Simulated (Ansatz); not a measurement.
# CH9HfN3: small, medium and large basis sets

Aim: see how fast density functionals converge with the basis set for CH9HfN3.

Method: one geometry, several basis sets; program: Ansatz 0.2.0, Gaussian basis.

Plan: PBE0-D4/def2-SVP; ωB97M-V/def2-SVP; PBE0-D4/def2-QZVPP; ωB97M-V/def2-QZVPP; the functionals' def2-TZVPP values are taken from earlier runs.

### Step 1. The relaxed structure

An earlier PBE0-D4 in a triple-zeta def2 set relaxation fixed the geometry. Hf takes the def2 core potential; no spin-orbit term is included.

SMILES `[CH3][Hf]([NH2])([NH2])[NH2]`, 14 atoms, charge 0, spin multiplicity 1.

Atoms are counted from 1 here; the program's logs count them from 0.

Bond lengths: C1–Hf2 2.245 Å, C1–H6 1.097 Å, C1–H7 1.097 Å, C1–H8 1.097 Å, Hf2–N3 2.040 Å, Hf2–N4 2.040 Å, Hf2–N5 2.040 Å, N3–H9 1.012 Å, N3–H10 1.010 Å, N4–H11 1.010 Å, N4–H12 1.012 Å, N5–H13 1.010 Å, N5–H14 1.012 Å. Angles: Hf2–C1–H6 111.9°, Hf2–C1–H7 111.9°, Hf2–C1–H8 111.9°, H6–C1–H7 106.9°, H6–C1–H8 106.9°, H7–C1–H8 106.9°, C1–Hf2–N3 108.2°, C1–Hf2–N4 108.2°, C1–Hf2–N5 108.2°, N3–Hf2–N4 110.7°, N3–Hf2–N5 110.7°, N4–Hf2–N5 110.7°, Hf2–N3–H9 124.1°, Hf2–N3–H10 127.4°, H9–N3–H10 108.4°, Hf2–N4–H11 127.4°, Hf2–N4–H12 124.1°, H11–N4–H12 108.4° and more.

### Step 2. PBE0-D4 in def2-SVP

The input, in.yaml:

```yaml
crystal:
  periodic: [false, false, false]
  atoms:
    - {symbol: C, position_ang: [-1.545765, 1.255487, 0.053802]}
    - {symbol: Hf, position_ang: [0.196179, -0.159371, -0.006822]}
    - {symbol: N, position_ang: [1.572862, 0.465687, 1.362792]}
    - {symbol: N, position_ang: [-0.483429, -2.026879, 0.454034]}
    - {symbol: N, position_ang: [0.982209, -0.121449, -1.889067]}
    - {symbol: H, position_ang: [-1.906241, 1.416983, 1.077136]}
    - {symbol: H, position_ang: [-1.287250, 2.240863, -0.352956]}
    - {symbol: H, position_ang: [-2.396580, 0.882417, -0.529431]}
    - {symbol: H, position_ang: [1.357168, 0.672325, 2.329395]}
    - {symbol: H, position_ang: [2.549444, 0.667441, 1.203608]}
    - {symbol: H, position_ang: [-0.141241, -2.643686, 1.176640]}
    - {symbol: H, position_ang: [-1.274873, -2.468876, 0.004783]}
    - {symbol: H, position_ang: [1.141531, -0.906728, -2.503588]}
    - {symbol: H, position_ang: [1.235965, 0.725784, -2.380327]}
basis:
  gaussian: {orbitals: def2-SVP}
hamiltonian: {xc: pbe0, dispersion: d4}
output: {orbitals: {seedname: orbitals}}
```

The run is started by

```console
ansatz run in.yaml --threads 4 --pin off --events-out ev --progress --plain --max-ram 11315MiB
```

Further steps of the session: ωB97M-V in def2-SVP; PBE0-D4 in def2-QZVPP; ωB97M-V in def2-QZVPP.

Before running them: what should the planned runs give, taken together? Wanted: PBE0-D4: double and triple zeta above quadruple; ωB97M-V: double and triple zeta above quadruple.

As calculated:

| quantity | value |
| --- | --- |
| PBE0-D4: double and triple zeta above quadruple | 7.56, 0.38 eV |
| ωB97M-V: double and triple zeta above quadruple | 7.88, 0.36 eV |

What this shows: PBE0-D4 gains 7.18 eV from double to triple zeta, then 0.38 eV more. These are total energies; as a rule much of such shifts cancels in differences, which this series doesn't test. The LUMO of ωB97M-V is positive and keeps falling with the basis (1.59 to 0.58 eV): an unbound level that the basis holds in place.
